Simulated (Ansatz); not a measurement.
The system is CoCl2O2.

```
Co Cl O
1.0
     3.58087   -3.92695    0.00000
     3.58087    3.92695    0.00000
    -0.42040    0.00000    3.45761
Co Cl O
1 2 2
Direct
  0.00000 0.00000 0.00000
  0.76552 0.76552 0.42794
  0.23448 0.23448 0.57206
  0.79184 0.20816 0.00000
  0.20816 0.79184 0.00000
```

The cell comes from a database or a generator and needn't be the stable form of this composition.

| Item | Value |
| --- | --- |
| Program | Ansatz 0.2.0 |
| Task | relaxation of cell and atoms |
| Functional | LDA |
| Potentials or basis | Ansatz PAW |
| Cutoff | 420 eV (not typed: the program's choice for these potentials) |
| k mesh | 5 × 5 × 8 |
| Occupations | fermi-dirac, width 0.05 eV |
| Spin | collinear spin, ferromagnetic start |
| Starting moments | [2.0, 0.0, 0.0, 0.0, 0.0] μB |
| Hubbard terms | Co d U = 1 eV |

At the start: volume 19.45 Å³/atom.

Task: Where does the relaxation end?

Result: It ends after 20 steps and the volume is 12.59 Å³/atom (-35.3 %); space group C2/m (No. 12, to 0.05 Å); moment 1.41 μB per cell.

Step by step:
```tsv
step	energy change (eV)	largest force (eV/Å)	volume (Å³)
1	0.0000	1.3769	97.24
2	-0.2948	0.3660	85.12
3	-0.4107	0.8770	75.25
4	-0.4460	0.6580	73.67
5	-0.5193	0.1401	69.37
6	-0.5479	0.2411	66.08
7	-0.5695	0.2244	65.42
8	-0.5795	0.1673	64.77
9	-0.5932	0.1366	64.01
10	-0.6051	0.1518	63.18
11	-0.6081	0.0408	63.32
12	-0.6087	0.0155	63.34
13	-0.6084	0.0039	63.42
14	-0.5911	0.0050	63.42
15	-0.5940	0.0088	62.88
16	-0.5937	0.0029	62.95
17	-0.5920	0.0029	62.95
18	-0.5921	0.0000	62.93
19	-0.5920	0.0001	62.93
20	-0.5920	0.0001	62.93
```

Final structure:
```yaml
crystal:
  lattice:
    - [3.14282, -3.02265, 0.36865]
    - [3.14282, 3.02265, 0.36865]
    - [-0.01301, 0.00000, 3.31066]
  atoms:
    - { symbol: Co, position: [0.00000, 0.00000, 0.00000] }
    - { symbol: Cl, position: [0.75396, 0.75396, 0.55699] }
    - { symbol: Cl, position: [0.24604, 0.24604, 0.44301] }
    - { symbol: O, position: [0.72158, 0.27842, 0.00000] }
    - { symbol: O, position: [0.27842, 0.72158, 0.00000] }
```

Caveat: the magnetic or orbital state may not be the lowest; the volume moved by over 15 % at a fixed basis, so the end points are rough; the plane-wave basis is chosen anew once the cell has moved, so the energies of steps on either side of that aren't comparable; the pressure holds a Pulay correction of +0.6 GPa for the finite cutoff; a cell with one magnetic atom can't hold antiferromagnetic order, which such compounds often take; the PAW data sets come from PBE, with cores solved anew for the run's functional, which leaves a small shift of forces and pressure.
